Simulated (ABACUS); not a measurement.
NiMoIrPdW:

```xyz
5
Lattice="4.1467 0.0000 0.0000 -2.0734 3.5911 0.0000 0.0000 0.0000 5.4163" Properties=species:S:1:pos:R:3 pbc="T T T"
Ir    0.0000    2.3941    1.3888
W     2.0734    1.1970    5.4155
Pd    0.0000    2.3941    4.0406
Mo    2.0734    1.1970    2.4913
Ni    0.0000    0.0000    0.1203
```

The cell was built by a generator and needn't be a form met in nature.

Base run:

```yaml
Program: ABACUS 3.10.1
Functional: PBE
Potentials_or_basis: PseudoDojo NC SR 0.4.1 PBE standard
Cutoff: 1361 eV
Density_cutoff: 5442 eV
Basis: DZP LCAO (the cutoffs set its grid)
k_mesh: 5 × 5 × 4
Occupations: fermi-dirac, width 0.05 eV
Spin: collinear spin, ferromagnetic start
Starting_moments: "[0.6, 0.0, 0.0, 1.0, 1.0] μB"
Fixed_moment: 0.5 μB
```

Its results: pressure 0.9 GPa; site moments Ir +0.08; W +0.11; Pd +0.04; Mo +0.16; Ni +0.10 μB; largest force 0.199 eV/Å.

Problem. The run is repeated on the same cell with these changes: fixed moment from 0.5 μB to 2 μB. What comes out?

Solution. Pressure 2.3 GPa; site moments Ir +0.28; W +0.40; Pd +0.12; Mo +0.82; Ni +0.37 μB; largest force 1.085 eV/Å.

Caveats: the atomic orbitals were generated for these runs and aren't a published set; this set's palladium file may shift the pressure by some GPa; the basis of atomic orbitals isn't converged, which shifts pressures, moduli and gaps; the total moment is fixed, so each spin has its own Fermi level; the moment is held away from its start (some runs); forces of over 1 eV/Å show positions far from the minimum, so gaps and moduli don't describe the material at rest (some runs).
